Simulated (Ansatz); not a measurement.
# CH6AlNO2: the cost of one run

All numbers below are computed with Ansatz 0.2.0 (RKS B3LYP-D4/def2-SVP).

**1. The system as given**

Bond lengths: N1–C2 1.454 Å, C2–Al3 1.977 Å, Al3–O4 1.835 Å, Al3–O5 1.857 Å, N1–H6 0.994 Å, N1–H7 1.087 Å, C2–H8 1.071 Å, C2–H9 1.083 Å, O4–H10 1.011 Å, O5–H11 0.957 Å. Angles: N1–C2–Al3 108.5°, N1–C2–H8 109.8°, N1–C2–H9 110.0°, Al3–C2–H8 108.8°, Al3–C2–H9 109.0°, H8–C2–H9 110.7°, C2–N1–H6 112.1°, C2–N1–H7 105.6°, H6–N1–H7 104.5°, C2–Al3–O4 122.7°, C2–Al3–O5 120.6°, O4–Al3–O5 116.6°, Al3–O4–H10 102.5°, Al3–O5–H11 102.9°.

As a file:

```xyz
11

N    -0.3273    1.4023    1.2018
C    -0.8678    0.4137    0.2820
Al    0.6334   -0.6381   -0.4592
O     0.8213   -2.4394   -0.1663
O     1.9881    0.1930   -1.4204
H    -0.0294    0.9942    2.0573
H    -1.1678    2.0336    1.4795
H    -1.5266   -0.2475    0.8062
H    -1.3879    0.9071   -0.5298
H     0.2685   -2.8406   -0.9110
H     1.6610    0.1646   -2.3197
```

**2. Relaxing end A**

File input.yaml:

```yaml
crystal:
  periodic: [false, false, false]
  atoms:
    - { symbol: "N", position_ang: [-0.3273, 1.4023, 1.2018] }
    - { symbol: C, position_ang: [-0.8678, 0.4137, 0.282] }
    - { symbol: Al, position_ang: [0.6334, -0.6381, -0.4592] }
    - { symbol: O, position_ang: [0.8213, -2.4394, -0.1663] }
    - { symbol: O, position_ang: [1.9881, 0.193, -1.4204] }
    - { symbol: H, position_ang: [-0.0294, 0.9942, 2.0573] }
    - { symbol: H, position_ang: [-1.1678, 2.0336, 1.4795] }
    - { symbol: H, position_ang: [-1.5266, -0.2475, 0.8062] }
    - { symbol: H, position_ang: [-1.3879, 0.9071, -0.5298] }
    - { symbol: H, position_ang: [0.2685, -2.8406, -0.911] }
    - { symbol: H, position_ang: [1.661, 0.1646, -2.3197] }
basis:
  gaussian: { orbitals: def2-SVP }
hamiltonian:
  xc: b3lyp
  dispersion: d4
relax:
  f_tol: 0.015
  max_steps: 40
```

Command:

```bash
ansatz run input.yaml --threads 2 --pin off --max-ram 3072MiB --backend cpu --events-out ev --progress --plain --runs-dir out
```

What time and memory should one allow on 2 threads of Intel Xeon Platinum 8259CL at 2.50GHz (Skylake/Cascade Lake), shared host?

About 71 s, with a peak of 0.24 GiB.
